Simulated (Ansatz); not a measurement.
# GePHF (sextet): from Hartree-Fock to the top rungs, cc-pVDZ

One table from this session's results is given with a row withheld; the runs are named, their logs left out.

Method: cc-pVDZ, core rule «outside noble gas», up to 20 orbitals frozen; program: Ansatz 0.2.0, Gaussian basis.

To be run: UHF; CCSD(T) on ROHF; CCSD(T) on UHF; BCCD(T) on ROHF; CISD as a restricted active space (open shells left free, so some higher excitations enter); CCSDT(Q) on ROHF; CCSDT(Q) on UHF; CASSCF and MRCISD+Q, 17 electrons in 13 orbitals; CASSCF and NEVPT2, 17 electrons in 13 orbitals.

5 further runs of the same task are left out: 5 set aside as unsound or not needed. Runs told in other sessions of the task aren't counted.

## The system

The geometry is a PBE0/def2-TZVP stationary point (not a proven minimum) of the parent state, kept for this charge and spin. No spin-orbit coupling is included. The filled d shell of Ge may be among the frozen orbitals whatever the setting's name suggests.

4 atoms, charge 0, spin multiplicity 6.

Atoms are counted from 1 here; the program's logs count them from 0.

Bond lengths: F1–Ge2 1.761 Å, Ge2–P3 2.420 Å, P3–H4 1.429 Å. Angles: F1–Ge2–P3 106.8°, Ge2–P3–H4 98.0°.

Set-up of the first run:

Input file in.yaml:

```yaml
crystal:
  periodic: [false, false, false]
  atoms:
    - {symbol: F, position_ang: [0.022711, 1.080147, 1.412008]}
    - {symbol: Ge, position_ang: [0.011442, -0.399531, 0.456732]}
    - {symbol: P, position_ang: [-0.083579, 0.267677, -1.867263]}
    - {symbol: H, position_ang: [1.315683, 0.208221, -2.149646]}
basis:
  gaussian: {orbitals: cc-pVDZ}
magnetization: {spin_polarized: true, initial_magnetization: 5}
hamiltonian: {xc: hf}
output: {orbitals: {seedname: orbitals}}
```

Command:

```sh
> ansatz run in.yaml --threads 1 --pin off --events-out ev --progress --plain --max-ram 2560MiB --backend cpu
```

Steps of the session up to this table: UHF; CCSD(T) on ROHF; CCSD(T) on UHF; BCCD(T) on ROHF; CISD as a restricted active space (open shells left free, so some higher excitations enter); CCSDT(Q) on ROHF; CCSDT(Q) on UHF; CASSCF and MRCISD+Q, 17 electrons in 13 orbitals; CASSCF and NEVPT2, 17 electrons in 13 orbitals.

One table of the session follows, with a row left open; its other results are not shown here.

It belongs to the step «Misses and costs». 

| method | from RCCSDT(Q) (kcal/mol) |
| --- | --- |
| ROHF | +228.93 |
| UHF | +224.86 |
| RMP2 | +24.94 |
| UMP2 | +24.79 |
| RCCSD | ? |
| UCCSD | +6.32 |
| RCCSD(T) | +1.58 |
| UCCSD(T) | +1.16 |
| BCCD(T) | +1.53 |
| RCCSDT | +0.53 |
| UCCSDT | +0.11 |
| RCCSDT(Q) | 0 |
| UCCSDT(Q) | -0.51 |
| CASSCF valence | +197.98 |
| NEVPT2 valence | +35.22 |
| MRCISD valence | +20.30 |
| MRCISD+Q valence | +3.69 |

Estimate the missing values for RCCSD.

The run gave: from RCCSDT(Q) (kcal/mol): +6.82. In the column «from RCCSDT(Q) (kcal/mol)» it lies between UCCSD (+6.32) and MRCISD valence (+20.30).

Not comparable, so not listed: CISD as a restricted active space (open shells left free, so some higher excitations enter) (they don't share determinant, frozen orbitals or solution with the rows shown, or repeat one).

To keep in mind: Restricted and unrestricted rows rest on different reference determinants; a gap between their highest levels can come from leftover correlation error, from unlike frozen cores or from another state.
